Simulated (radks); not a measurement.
**The Coulomb parameter U of the 4f shell of Ce²⁺**

Aim: U as the second difference [E(n + 0.25) + E(n − 0.25) − 2E(n)]/0.25², with all orbitals relaxed. Bare: the atom's charge changes with n. Screened: the 6s shell takes up the change. The start is a model configuration, not necessarily the ground state.

Program: radks (a radial shooting solver on a logarithmic mesh, Libxc functionals) version 1. Level of theory: scalar-relativistic Kohn-Sham, r2SCAN, spin-unpolarised, spherical densities, finite nucleus. These are calculated values, not measurements, unless marked.

## Step 1: The atom as given

| Quantity | Value |
| --- | --- |
| element | cerium (Z = 58) |
| charge | +2 |
| electrons | 56 |
| configuration | [Xe] 4f1 6s1 |
| nuclear rms radius | 4.8771 fm |

Outer shells as boxes (Hund's rule):

Ce²⁺
```
[Xe] core
4f [↑ ][  ][  ][  ][  ][  ][  ]
6s [↑ ]
```

## Step 2: Start: [Xe] 4f1 6s1

The run's settings:

```text
Z 58
configuration [Xe] 4f1 6s1
relativity scalar-relativistic
functional r2scan,r2scan
spin unpolarised
nucleus finite rms 4.8771 fm
c 137.035999084
```

## Step 3: Bare +0.25: [Xe] 4f1.25 6s1

Settings, as their differences from step 2:

```diff
@@ -1,3 +1,3 @@
 Z 58
-configuration [Xe] 4f1 6s1
+configuration [Xe] 4f1.25 6s1
 relativity scalar-relativistic
```

## Step 4: Bare -0.25: [Xe] 4f0.75 6s1

Settings, as their differences from step 3:

```diff
@@ -1,3 +1,3 @@
 Z 58
-configuration [Xe] 4f1.25 6s1
+configuration [Xe] 4f0.75 6s1
 relativity scalar-relativistic
```

## Step 5: Screened +0.25: [Xe] 4f1.25 6s0.75

Settings, as their differences from step 4:

```diff
@@ -1,3 +1,3 @@
 Z 58
-configuration [Xe] 4f0.75 6s1
+configuration [Xe] 4f1.25 6s0.75
 relativity scalar-relativistic
```

## Step 6: Screened -0.25: [Xe] 4f0.75 6s1.25

Settings, as their differences from step 5:

```diff
@@ -1,3 +1,3 @@
 Z 58
-configuration [Xe] 4f1.25 6s0.75
+configuration [Xe] 4f0.75 6s1.25
 relativity scalar-relativistic
```

Before running it: what results should come out?

The runs gave:

```tsv
quantity	value (eV)
U, bare	16.219
U, screened by 6s	6.515
F0(4f,4f), frozen orbitals	23.627
```

In words: Relaxing the orbitals brings U down to 69 % of the Slater integral F0. Letting 6s compensate leaves 40 % of the bare value; this second difference measures U(4f,4f) + U(6s,6s) − 2U(4f,6s). A solid screens further than the bare atom, so the bare value is an upper guide for the U of a crystal.
